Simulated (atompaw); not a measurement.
# Au: the cost of one run

Method: atompaw 4.2.0.5, PBE, scalar-relativistic.

### Step 1. The atom and the settings

The settings as typed:

```json
{
  "element": "gold (Au, Z = 79)",
  "type": "PAW",
  "frozen core": "[Xe] 4f14",
  "valence charge": "11",
  "reference configuration": "5d10 6s1 6p0",
  "partial waves": "6s (bound): rc 3.00 bohr; 6s channel at 2.2 Ry: rc 3.00 bohr; 6p (bound, empty): rc 2.22 bohr; 6p channel at 4.3 Ry: rc 3.00 bohr; 5d (bound): rc 3.00 bohr; 5d channel at -0.2 Ry: rc 3.00 bohr",
  "local potential": "bessel scheme, radius 2.25 bohr",
  "core correction": "smooth core density matched at 2.75 bohr",
  "augmentation charge": "sinc compensation charge, radius 2.85 bohr; PAW radius 3.00 bohr; waves and projectors: custom polynom vanderbiltortho"
}
```

The nodes and maxima of the atom's own shells, from an earlier all-electron run, set the scale for the radii.

All-electron outer shells of the reference configuration (PBE, scalar-relativistic, ld1.x):

| shell | level (eV) | outermost node (bohr) | outermost maximum (bohr) |
| --- | --- | --- | --- |
| 4f | -81.12 | – | 0.37 |
| 5p | -59.78 | 0.52 | 0.96 |
| 5d | -6.88 | 0.56 | 1.21 |
| 6s | -5.76 | 1.11 | 2.32 |
| 6p | -0.77 | 1.32 | 3.64 |

### Step 2. The generation run

Contents of Au.input:

```
Au 79
GGA-PBE scalarrelativistic loggrid 2001 logderivrange -3 5 201
6 6 5 4 0 0
6 0 1
6 1 0
0 0 0
c
c
c
c
c
v
c
c
c
c
v
c
c
v
c
2
3.00 2.85 2.25 2.75
y
2.2
n
y
4.3
n
y
-0.2
n
custom polynom vanderbiltortho sinc
bessel
3.00
3.00
2.22
3.00
3.00
3.00
PWSCFOUT
UPFDX 0.0125d0 UPFXMIN -7.d0 UPFZMESH 79.d0
END
```

Command:

```console
$ atompaw < Au.input > Au.log
```

**Question.** How long does this run take on 1 thread of Intel Xeon Platinum 8259CL at 2.50GHz, shared host?

About 23 s.
